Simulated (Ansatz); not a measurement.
**C₃H₁₁NSi: how energies converge with the basis set**

Aim: see how fast density functionals converge with the basis set for C₃H₁₁NSi.

Computed with Ansatz 0.2.0, Gaussian basis. Level: one geometry, several basis sets.

Plan: PBE0-D4/def2-SVP; ωB97M-V/def2-SVP; PBE0-D4/def2-QZVPP; ωB97M-V/def2-QZVPP; the functionals' def2-TZVPP values are taken from earlier runs.

**1. Structure used throughout**

All runs share one geometry, relaxed beforehand with PBE0-D4 in a triple-zeta def2 set.

SMILES `CCN(C)[SiH3]`, 16 atoms, charge 0, spin multiplicity 1.

Atoms are counted from 1 here; the program's logs count them from 0.

Bond lengths: C1–C2 1.522 Å, C1–H6 1.092 Å, C1–H7 1.093 Å, C1–H8 1.093 Å, C2–N3 1.448 Å, C2–H9 1.095 Å, C2–H10 1.099 Å, N3–C4 1.443 Å, N3–Si5 1.716 Å, C4–H11 1.099 Å, C4–H12 1.097 Å, C4–H13 1.093 Å, Si5–H14 1.487 Å, Si5–H15 1.488 Å, Si5–H16 1.497 Å. Angles: C2–C1–H6 111.6°, C2–C1–H7 110.9°, C2–C1–H8 110.6°, H6–C1–H7 108.0°, H6–C1–H8 107.6°, H7–C1–H8 108.1°, C1–C2–N3 115.0°, C1–C2–H9 109.3°, C1–C2–H10 109.3°, N3–C2–H9 108.2°, N3–C2–H10 108.4°, H9–C2–H10 106.3°, C2–N3–C4 115.2°, C2–N3–Si5 121.3°, C4–N3–Si5 120.9°, N3–C4–H11 113.7°, N3–C4–H12 110.2°, N3–C4–H13 110.1° and more.

**2. PBE0-D4 in def2-SVP**

Input file in.yaml:

```yaml
crystal:
  periodic: [false, false, false]
  atoms:
    - {symbol: C, position_ang: [0.242641, -1.648299, -0.958131]}
    - {symbol: C, position_ang: [0.940344, -0.636591, -0.059822]}
    - {symbol: N, position_ang: [0.147821, 0.526552, 0.281419]}
    - {symbol: C, position_ang: [-0.095071, 1.445131, -0.805046]}
    - {symbol: Si, position_ang: [-0.817526, 0.563927, 1.700177]}
    - {symbol: H, position_ang: [-0.041930, -1.205929, -1.915553]}
    - {symbol: H, position_ang: [-0.662926, -2.033356, -0.482290]}
    - {symbol: H, position_ang: [0.902188, -2.494220, -1.168202]}
    - {symbol: H, position_ang: [1.245071, -1.128017, 0.869844]}
    - {symbol: H, position_ang: [1.865361, -0.295617, -0.545993]}
    - {symbol: H, position_ang: [-0.761215, 1.044972, -1.581807]}
    - {symbol: H, position_ang: [0.851429, 1.718276, -1.288371]}
    - {symbol: H, position_ang: [-0.548646, 2.364104, -0.425973]}
    - {symbol: H, position_ang: [-0.071373, -0.142884, 2.775258]}
    - {symbol: H, position_ang: [-1.058687, 1.987896, 2.056967]}
    - {symbol: H, position_ang: [-2.160278, -0.088650, 1.591824]}
basis:
  gaussian: {orbitals: def2-SVP}
hamiltonian: {xc: pbe0, dispersion: d4}
output: {orbitals: {seedname: orbitals}}
```

Started as:

```console
$ ansatz run in.yaml --threads 4 --pin off --events-out ev --progress --plain --max-ram 11315MiB
```

Further steps of the session: ωB97M-V in def2-SVP; PBE0-D4 in def2-QZVPP; ωB97M-V in def2-QZVPP.

Before running them: what should the planned runs give, taken together? Wanted: PBE0-D4: double and triple zeta above quadruple; ωB97M-V: double and triple zeta above quadruple.

The runs gave:

```
                                       quantity          value
PBE0-D4: double and triple zeta above quadruple  8.59, 0.55 eV
ωB97M-V: double and triple zeta above quadruple  8.91, 0.53 eV
```

What this shows: PBE0-D4 gains 8.04 eV from double to triple zeta, then 0.55 eV more. Total energies overstate the basis error of differences, where much of it tends to cancel. The LUMO of ωB97M-V is positive and keeps falling with the basis (2.91 to 1.72 eV): an unbound level that the basis holds in place.
